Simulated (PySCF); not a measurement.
# ReH5: relaxation and vibrations of the singlet

The task is one start of a wider search on ReH5: the singlet, from a trigonal bipyramidal start. It is relaxed, tested by its Hessian and followed downhill if it is a saddle.

Computed with PySCF 2.14.0. Level: PBE0, basis Re def2-TZVP with ECP60, H def2-TZVP, scalar-relativistic core potentials, no spin–orbit coupling, density fitting.

## (1) Where the work starts

6 atoms, charge 0, spin multiplicity 1.

Bond lengths: Re1–H2 1.630 Å, Re1–H3 1.630 Å, Re1–H4 1.630 Å, Re1–H5 1.630 Å, Re1–H6 1.630 Å. Angles: H2–Re1–H3 180.0°, H2–Re1–H4 90.0°, H2–Re1–H5 90.0°, H2–Re1–H6 90.0°, H3–Re1–H4 90.0°, H3–Re1–H5 90.0°, H3–Re1–H6 90.0°, H4–Re1–H5 120.0°, H4–Re1–H6 120.0°, H5–Re1–H6 120.0°.

```xyz
6
charge 0 multiplicity 1
Re    0.0000    0.0000    0.0000
H     0.0000    0.0000    1.6300
H     0.0000    0.0000   -1.6300
H     1.6300    0.0000    0.0000
H    -0.8150    1.4116    0.0000
H    -0.8150   -1.4116    0.0000
```

## (2) Relaxation: trigonal bipyramidal start, singlet

One driver script runs all steps and calls PySCF; scf.py shows how it sets up the SCF of each step. The optimiser is the driver's own. Before each start the driver seeks the lowest SCF state from one or more starting densities and follows internal instabilities, so scf.py alone need not reach the same state.

The program finds D3h symmetry in the start, which this walk keeps. The walk stops when the largest gradient is under 0.0003 Eh/bohr and the energy has settled too.

File scf.py:

```python
from pyscf import gto, scf, dft
mol = gto.M(atom='''
Re    -0.000000     0.000000    -0.000000
H      0.000000    -0.000000     1.630000
H     -0.000000     0.000000    -1.630000
H      1.629988     0.000011    -0.000000
H     -0.815003     1.411605     0.000000
H     -0.814985    -1.411616    -0.000000''',
    basis={'Re': 'def2-TZVP', 'H': 'def2-TZVP'},
    ecp={'Re': 'def2-TZVP'},
    charge=0, spin=0)
mf = dft.RKS(mol, xc='PBE0')
mf.grids.atom_grid = (50, 194)
aux = {'Re': 'def2-universal-JKFIT', 'H': 'def2-universal-JKFIT'}
mf = mf.density_fit(auxbasis=aux)
mf.kernel()
```

The runs that follow: Relaxing without the symmetry constraint; Hessian and properties; Leaving the saddle point; Is it a minimum? Harmonic modes; Following the imaginary mode; Is it a minimum? Harmonic modes.

What does the calculation give? Wanted: minimum; geometry; wavenumbers; dipole moment; highest occupied, lowest empty level; polar-tensor charge of Re1; zero-point energy; atomisation energy.

**Answer**, as computed:

| quantity | value |
| --- | --- |
| minimum | singlet, Cs |
| geometry | Re–H 1.602 Å (×2), Re–H 1.633 Å, Re–H 1.647 Å (×2); H–Re–H 50.9°, H–Re–H 65.1° (×2), H–Re–H 79.2° (×2), H–Re–H 108.7° (×2), H–Re–H 118.7° (×2), H–Re–H 119.3° |
| wavenumbers (cm⁻¹) | 229 (a''), 352 (a'), 776 (a'), 883 (a''), 926 (a'), 976 (a''), 989 (a'), 2132 (a''), 2136 (a'), 2153 (a'), 2268 (a'), 2301 (a'') |
| dipole moment | 2.16 D |
| highest occupied, lowest empty level | -5.77, -2.16 eV |
| polar-tensor charge of Re1 | +0.52 e |
| zero-point energy | 96.4 kJ/mol |
| entropy at 298.15 K | 265.8 J/(mol K) |
| atomisation energy (no zero-point energy) | 1272 kJ/mol |

What this shows: From D3h at the start the molecule goes to a Cs minimum. The strongest infrared band lies at 2132 cm⁻¹ (a'', stretch). Other starts or spin states, not run here, may lie lower. With an element this heavy the missing spin–orbit coupling can shift these numbers.
